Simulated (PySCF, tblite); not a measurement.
**C4H7N3Si: geometry, infrared bands and NMR shifts**

Wanted: the infrared bands and NMR shifts of C4H7N3Si (`[SiH3]Nc1ccnnc1`), by calculation.

The runs use tblite 0.8.0 and PySCF 2.14.0, with density-fitted response routines of our own; the level of theory stands in each step. All values are computed, except where a source is named. Atoms count from 0, in the outputs and in this text.

### Step 1. Starting geometry

15 atoms, charge 0, multiplicity 1; geometry from: force field or distance geometry start.

Bonds of the start (Å): Si0–N1 1.67, N1–C2 1.42, C2–C3 1.38, C3–C4 1.38, C4–N5 1.35, N5–N6 1.35, N6–C7 1.35, C7–C2 1.40, Si0–H8 1.48, Si0–H9 1.48, Si0–H10 1.48, N1–H11 1.02, C3–H12 1.09, C4–H13 1.09, C7–H14 1.09.

### Step 2. Geometry optimisation with GFN2-xTB

What the job is given:

```
{"job": {"kind": "relax", "xc": "GFN2-xTB", "basis": "xTB"}, "charge": 0, "multiplicity": 1}
Si    -2.600700    -0.172600     0.079400
N     -1.008300    -0.661400     0.041400
C      0.260200    -0.054400     0.231000
C      1.411000    -0.808400     0.144800
C      2.634500    -0.193800     0.326400
N      2.754400     1.129100     0.544700
N      1.643400     1.896200     0.612300
C      0.437200     1.314700     0.461100
H     -3.084200    -0.275800     1.476200
H     -2.689800     1.223300    -0.406500
H     -3.365600    -1.098700    -0.793500
H     -0.938100    -1.675200    -0.052000
H      1.372800    -1.881700    -0.020700
H      3.571900    -0.744200     0.269100
H     -0.403000     2.010900     0.524800
```

Command:

```
> OMP_NUM_THREADS=1 python probes_run.py task.json out
```

The driver reads the jobs from task.json and runs them one after another.

**Question.** This job is followed by: GFN2-xTB harmonic vibrations, gas phase; GIAO PBE0/pcSseg-1 NMR shielding, non-relativistic, gas phase. Predict these results of the whole session: strongest single infrared mode (GFN2-xTB); zero-point energy (GFN2-xTB); ¹³C shifts against TMS (PBE0/pcSseg-1); ¹H shifts against TMS (PBE0/pcSseg-1, means over atoms taken as alike); ²⁹Si shifts against TMS (PBE0/pcSseg-1); ¹⁵N shifts against NH3 (PBE0/pcSseg-1).

As calculated:

| quantity | value |
| --- | --- |
| strongest single infrared mode (GFN2-xTB) | 807 cm⁻¹, 460 km/mol |
| zero-point energy (GFN2-xTB) | 65.2 kcal/mol |
| ¹³C shifts against TMS (PBE0/pcSseg-1) | 154.0, 148.5, 141.7, 115.5 ppm |
| ¹H shifts against TMS (PBE0/pcSseg-1, means over atoms taken as alike) | 9.10, 9.09, 6.50, 4.88, 3.05 ppm |
| ²⁹Si shifts against TMS (PBE0/pcSseg-1) | -61.6 ppm |
| ¹⁵N shifts against NH3 (PBE0/pcSseg-1) | 465.5, 425.7, 66.6 ppm |

Relaxing lowered the energy by 0.372 eV in 62 steps; the close pair that moved most is Si0–N1, from 1.666 to 1.742 Å. No mode is imaginary among the 39: a minimum at this level. Unscaled tight-binding wavenumbers are off by several per cent, some by more. Its intensities can rank the bands wrongly. At PBE0/pcSseg-1: The largest span, 886 ppm, is at N6, where the paramagnetic term is -519 ppm. NICS(1)zz of -25 ppm above the planar ring from C2 marks a diatropic (aromatic) ring current.
